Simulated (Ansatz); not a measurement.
# Si4SnO10: the cost of one run

All numbers below are computed with Ansatz 0.2.0 (DFT PBE, scalar-relativistic, plane waves, PAW).

### 1 Starting point

The cell holds 15 atoms (O10Si4Sn): a = 4.006 Å, b = 4.906 Å, c = 4.906 Å, α = 80.41°, β = 65.91°, γ = 65.91°.

The sites of an ideal fluorite lattice, at a guessed lattice constant, take 1 Sn, 4 Si; 10 O (sublattices apart by semicolons), with a shake of 0.02 Å. Warren-Cowley parameters of the first shell (negative: unlike neighbours preferred): Si-Sn -0.25. In a cell this small the draw can fall short of the order aimed at.

As a file:

```cif
data_structure
_symmetry_space_group_name_H-M 'P 1'
_symmetry_Int_Tables_number 1
_cell_length_a 4.0061
_cell_length_b 4.9065
_cell_length_c 4.9065
_cell_angle_alpha 80.406
_cell_angle_beta 65.905
_cell_angle_gamma 65.905
_cell_volume 80.37
loop_
_atom_site_label
_atom_site_type_symbol
_atom_site_fract_x
_atom_site_fract_y
_atom_site_fract_z
_atom_site_occupancy
O1 O 0.64908 0.30215 0.90441 1
O2 O 0.25049 0.50340 0.50582 1
O3 O 0.84286 0.70315 0.10038 1
O4 O 0.44905 0.90450 0.69915 1
O5 O 0.04335 0.10439 0.30817 1
O6 O 0.94647 0.90400 0.69871 1
O7 O 0.55147 0.09719 0.28954 1
O8 O 0.14859 0.29890 0.90015 1
O9 O 0.75339 0.48504 0.49863 1
O10 O 0.35628 0.69540 0.10755 1
Si1 Si 0.59431 0.19570 0.60303 1
Si2 Si 0.20544 0.39461 0.20281 1
Si3 Si 0.79735 0.59798 0.80594 1
Si4 Si 0.39561 0.79883 0.39644 1
Sn1 Sn 0.99948 0.00520 0.99291 1
```

### 2 Relaxation without symmetry, coarse mesh

Cell and atoms move without symmetry, on a coarse mesh with loose thresholds.

input.yaml reads:

```yaml
crystal:
  lattice:
    - [-4.00611804, 0.0, 0.0]
    - [-2.00305902, 4.00611804, 2.00305902]
    - [-2.00305902, 2.00305902, -4.00611804]
  atoms:
    - { symbol: O, position: [0.6490847459, 0.3021537993, 0.9044093072] }
    - { symbol: O, position: [0.2504901641, 0.5033953768, 0.505816207] }
    - { symbol: O, position: [0.8428635981, 0.7031462526, 0.1003753188] }
    - { symbol: O, position: [0.4490455603, 0.9045020544, 0.6991547116] }
    - { symbol: O, position: [0.0433483361, 0.104386101, 0.3081712524] }
    - { symbol: O, position: [0.9464701953, 0.9040044959, 0.6987065495] }
    - { symbol: O, position: [0.5514687957, 0.0971928748, 0.2895398292] }
    - { symbol: O, position: [0.1485910165, 0.2989034107, 0.90014765] }
    - { symbol: O, position: [0.7533921683, 0.48503912, 0.498633444] }
    - { symbol: O, position: [0.3562831069, 0.6954004796, 0.1075493993] }
    - { symbol: Si, position: [0.5943101613, 0.1956951298, 0.6030281349] }
    - { symbol: Si, position: [0.2054386367, 0.3946104388, 0.2028062779] }
    - { symbol: Si, position: [0.7973475936, 0.5979765319, 0.8059428154] }
    - { symbol: Si, position: [0.3956142162, 0.7988321807, 0.3964442972] }
    - { symbol: Sn, position: [0.9994824674, 0.0051994481, 0.9929087985] }
  symmetry: { detect: false }
basis:
  ecutwfc: 420
kpoints:
  mp_grid: { grid: [2, 2, 2], shift: [0.5, 0.5, 0.5] }
hamiltonian:
  xc: pbe
scf:
  occupations: { method: gaussian, width: 0.1 }
  lower_state_search: "off"
output:
  forces: true
  stress: true
  eigenvalues: true
relax:
  adjacent_minimum: "off"
  f_tol: 0.04
  max_steps: 50
  cell: { stress_tol: 0.3 }
```

The run is started by

```
> ansatz run input.yaml --threads 4 --pin off --max-ram 9216MiB --backend cpu --events-out ev --progress --plain --runs-dir out
```

**Question.** How long does this run take on 4 threads of Arm Neoverse V1, shared host, and how much memory does it need?

About 70 s, with a peak of 0.5 GiB.
